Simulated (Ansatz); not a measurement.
# AlH7OSn: the cost of one run

All numbers below are computed with Ansatz 0.2.0 (RKS PBE0/def2-SVP).

## Step 1: The system as given

Bond lengths: Sn1–H3 1.740 Å, Sn1–H4 1.739 Å, Sn1–H5 1.739 Å, Sn1–O6 2.260 Å, O6–Al7 1.780 Å, Al7–H8 1.560 Å, Al7–H9 1.560 Å. Angles: H3–Sn1–H4 109.5°, H3–Sn1–H5 109.5°, H3–Sn1–O6 178.9°, H4–Sn1–H5 109.5°, H4–Sn1–O6 70.0°, H5–Sn1–O6 70.0°, Sn1–O6–Al7 125.0°, O6–Al7–H8 120.0°, O6–Al7–H9 120.0°, H8–Al7–H9 120.0°.

Coordinates:

```xyz
10

Sn    0.0000    0.0000    0.0000
H     0.0000    0.0000    2.0900
H     1.6408    0.0000   -0.5794
H    -0.8195    1.4198   -0.5794
H    -0.8195   -1.4198   -0.5794
O    -2.1447    0.0000    0.7126
Al   -3.4584   -0.9643   -0.0033
H    -3.1893   -2.4314   -0.4605
H    -4.8790   -0.3425   -0.1736
H    -1.0640    0.0000    1.9402
```

## Step 2: Pulling towards end A

Springs on the bonds that form and break draw the guess towards this end; the thresholds are loose.

input.yaml

```yaml
crystal:
  periodic: [false, false, false]
  atoms:
    - { symbol: Sn, position_ang: [0.0, 0.0, 0.0] }
    - { symbol: H, position_ang: [0.0, 0.0, 2.09] }
    - { symbol: H, position_ang: [1.6408, 0.0, -0.5794] }
    - { symbol: H, position_ang: [-0.8195, 1.4198, -0.5794] }
    - { symbol: H, position_ang: [-0.8195, -1.4198, -0.5794] }
    - { symbol: O, position_ang: [-2.1447, 0.0, 0.7126] }
    - { symbol: Al, position_ang: [-3.4584, -0.9643, -0.0033] }
    - { symbol: H, position_ang: [-3.1893, -2.4314, -0.4605] }
    - { symbol: H, position_ang: [-4.879, -0.3425, -0.1736] }
    - { symbol: H, position_ang: [-1.064, 0.0, 1.9402] }
basis:
  gaussian: { orbitals: def2-SVP }
hamiltonian:
  xc: pbe0
relax:
  f_tol: 0.15
  max_steps: 25
  restrain:
    - { distance: [0, 5], at: 3.16, k: 30.0 }
    - { distance: [9, 1], at: 1.86, k: 30.0 }
    - { distance: [0, 1], at: 1.74, k: 30.0 }
    - { distance: [9, 5], at: 1.01, k: 30.0 }
```

On the command line:

```bash
> ansatz run input.yaml --threads 2 --pin off --max-ram 3072MiB --backend cpu --events-out ev --progress --plain --runs-dir out
```

Q: Estimate wall time and peak memory on 2 threads of Arm Neoverse V1, shared host.

About 40 s, with a peak of 0.2 GiB.
